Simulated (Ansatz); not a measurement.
# CH7AlOSi2: one species, many methods

How much do the methods differ for CH7AlOSi2? The plan is to run it at one geometry with functionals of several rungs and with coupled cluster, and see how far each lands from CCSD(T) at the basis-set limit for the atomisation energy.

Program: Ansatz 0.2.0, Gaussian basis. Level of theory: functionals in def2-TZVPP, the program's frozen cores in correlated methods. These are calculated values, not measurements.

Plan: PBE-D4, r2SCAN-D4, PBE0-D4, B3LYP-D4, ωB97X-V, ωB97M-V, B2PLYP; CCSD(T)/def2-TZVPP; MP2/def2-QZVPP; extrapolation to the limit.

## Step 1: Structure used throughout

An earlier PBE0-D4 in a triple-zeta def2 set relaxation fixed the geometry.

SMILES `O=C[SiH2][SiH2][AlH2]`, 12 atoms, charge 0, spin multiplicity 1.

Atoms are counted from 1 here; the program's logs count them from 0.

Bond lengths: O1–C2 1.203 Å, C2–Si3 1.928 Å, C2–H6 1.118 Å, Si3–Si4 2.345 Å, Si3–H7 1.485 Å, Si3–H8 1.491 Å, Si4–Al5 2.447 Å, Si4–H9 1.493 Å, Si4–H10 1.491 Å, Al5–H11 1.586 Å, Al5–H12 1.587 Å. Angles: O1–C2–Si3 123.1°, O1–C2–H6 119.6°, Si3–C2–H6 117.2°, C2–Si3–Si4 108.8°, C2–Si3–H7 108.9°, C2–Si3–H8 108.0°, Si4–Si3–H7 111.9°, Si4–Si3–H8 109.2°, H7–Si3–H8 109.9°, Si3–Si4–Al5 108.8°, Si3–Si4–H9 106.1°, Si3–Si4–H10 106.9°, Al5–Si4–H9 112.8°, Al5–Si4–H10 113.7°, H9–Si4–H10 108.1°, Si4–Al5–H11 120.1°, Si4–Al5–H12 119.6°, H11–Al5–H12 120.2°.

Geometry (Å):

```mol
CH7AlOSi2
  3D, bonds by distance, orders not assigned

 12 11  0  0  0  0  0  0  0  0999 V2000
   -0.0684   -0.8411    3.4191 O   0  0
   -0.1015   -1.3437    2.3266 C   0  0
    0.7500   -0.5647    0.7825 Si  0  0
   -0.8839    0.4823   -0.5347 Si  0  0
    0.1876    1.4229   -2.5229 Al  0  0
   -0.6764   -2.2892    2.1704 H   0  0
    1.7914    0.3916    1.2380 H   0  0
    1.3793   -1.6663   -0.0006 H   0  0
   -1.8885   -0.5715   -0.8640 H   0  0
   -1.5473    1.5021    0.3271 H   0  0
    0.7380    2.9106   -2.5022 H   0  0
    0.3966    0.5118   -3.8052 H   0  0
  1  2  8  0
  2  3  8  0
  3  4  8  0
  4  5  8  0
  2  6  8  0
  3  7  8  0
  3  8  8  0
  4  9  8  0
  4 10  8  0
  5 11  8  0
  5 12  8  0
M  END
```

## Step 2: PBE-D4 (GGA)

The input, in.yaml:

```yaml
crystal:
  periodic: [false, false, false]
  atoms:
    - {symbol: O, position_ang: [-0.068358, -0.841074, 3.419084]}
    - {symbol: C, position_ang: [-0.101496, -1.343669, 2.326566]}
    - {symbol: Si, position_ang: [0.750023, -0.564704, 0.782481]}
    - {symbol: Si, position_ang: [-0.883932, 0.482303, -0.534695]}
    - {symbol: Al, position_ang: [0.187639, 1.422872, -2.522912]}
    - {symbol: H, position_ang: [-0.676390, -2.289249, 2.170431]}
    - {symbol: H, position_ang: [1.791446, 0.391590, 1.238003]}
    - {symbol: H, position_ang: [1.379349, -1.666253, -0.000556]}
    - {symbol: H, position_ang: [-1.888482, -0.571507, -0.864044]}
    - {symbol: H, position_ang: [-1.547301, 1.502109, 0.327050]}
    - {symbol: H, position_ang: [0.737983, 2.910568, -2.502171]}
    - {symbol: H, position_ang: [0.396618, 0.511813, -3.805236]}
basis:
  gaussian: {orbitals: def2-TZVPP}
hamiltonian: {xc: pbe, dispersion: d4}
output: {forces: true, orbitals: {seedname: orbitals}}
```

The run is started by

```bash
$ ansatz run in.yaml --threads 4 --pin off --events-out ev --progress --plain --max-ram 10444MiB
```

Further steps of the session: r2SCAN-D4 (meta-GGA); PBE0-D4 (hybrid); B3LYP-D4 (hybrid); ωB97X-V (range-separated); ωB97M-V (range-separated); B2PLYP (double hybrid); CCSD(T) in def2-TZVPP; MP2 in def2-QZVPP.

Before running them: what should the planned runs give, taken together? Wanted: atomisation energy, CCSD(T)/CBS; farthest; mean size of error, hybrid; mean size of error, range-separated; gap, smallest and largest; T1 diagnostic; triples share of the correlation energy.

**Answer**, as computed:

```
                               quantity                                value
        atomisation energy, CCSD(T)/CBS                       896.0 kcal/mol
functionals within 4.5 kcal/mol (0.5 %)         r2SCAN-D4, B3LYP-D4, ωB97M-V
                               farthest              B2PLYP (-14.6 kcal/mol)
             mean size of error, hybrid                         4.6 kcal/mol
    mean size of error, range-separated                         4.0 kcal/mol
              gap, smallest and largest  2.40 eV (PBE-D4), 8.64 eV (ωB97X-V)
                          T1 diagnostic                               0.0160
triples share of the correlation energy                                3.9 %
```

What this shows: PBE-D4 misses by +6.3 kcal/mol. Double hybrids carry the basis error of their MP2 part in triple zeta, and no dispersion term here, so their miss is partly the set-up's. The reference freezes the cores and leaves out relativity and excitations past (T), so misses under about 4.5 kcal/mol can't be ranked. Hartree-Fock recovers 73 % of the binding; the rest is correlation. The gap grows from 2.4 to 8.6 eV across the functionals, mostly with the share of exact exchange.
